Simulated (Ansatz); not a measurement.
# CH5BFNSi: the cost of one run

Program: Ansatz 0.2.0. Level of theory: RKS LDA/STO-3G. These are calculated values, not measurements.

## 1. The system as given

Bond lengths: B1–N2 1.486 Å, N2–Si3 1.857 Å, N2–C4 1.399 Å, Si3–C4 1.836 Å, C4–F5 1.356 Å, B1–H6 1.175 Å, B1–H7 1.221 Å, Si3–H8 1.423 Å, Si3–H9 1.484 Å, C4–H10 1.160 Å. Angles (14 of 18 angles, heavy atoms first): B1–N2–Si3 106.9°, B1–N2–C4 115.9°, Si3–N2–C4 66.9°, N2–Si3–C4 44.5°, N2–C4–Si3 68.5°, N2–C4–F5 116.8°, Si3–C4–F5 114.6°, N2–B1–H6 124.6°, N2–B1–H7 121.4°, N2–Si3–H8 111.2°, N2–Si3–H9 107.9°, C4–Si3–H8 119.7°, C4–Si3–H9 115.2°, N2–C4–H10 115.9°.

As a file:

```xyz
10

B     0.1227    1.2839    0.8461
N     0.7963    0.2602    0.0059
Si   -0.1628   -1.3177    0.2060
C     0.1175   -0.1203   -1.1572
F     0.8733   -0.5949   -2.1786
H     0.6191    1.8254    1.7637
H    -0.9963    1.6910    0.5768
H    -1.2677   -1.1407    1.0846
H     0.8089   -2.4369    0.2731
H    -0.8279    0.4988   -1.4175
```

## 2. Relaxing end A

File input.yaml:

```yaml
crystal:
  periodic: [false, false, false]
  atoms:
    - { symbol: B, position_ang: [0.1227, 1.2839, 0.8461] }
    - { symbol: "N", position_ang: [0.7963, 0.2602, 0.0059] }
    - { symbol: Si, position_ang: [-0.1628, -1.3177, 0.206] }
    - { symbol: C, position_ang: [0.1175, -0.1203, -1.1572] }
    - { symbol: F, position_ang: [0.8733, -0.5949, -2.1786] }
    - { symbol: H, position_ang: [0.6191, 1.8254, 1.7637] }
    - { symbol: H, position_ang: [-0.9963, 1.691, 0.5768] }
    - { symbol: H, position_ang: [-1.2677, -1.1407, 1.0846] }
    - { symbol: H, position_ang: [0.8089, -2.4369, 0.2731] }
    - { symbol: H, position_ang: [-0.8279, 0.4988, -1.4175] }
basis:
  gaussian: { orbitals: STO-3G }
hamiltonian:
  xc: lda
relax:
  f_tol: 0.015
  max_steps: 40
```

Launch:

```
$ ansatz run input.yaml --threads 1 --pin off --max-ram 2048MiB --backend cpu --events-out ev --progress --plain --runs-dir out
```

What time and memory should one allow on 1 thread of an Arm CPU, shared host?

About 37 s, with a peak of 0.17 GiB.
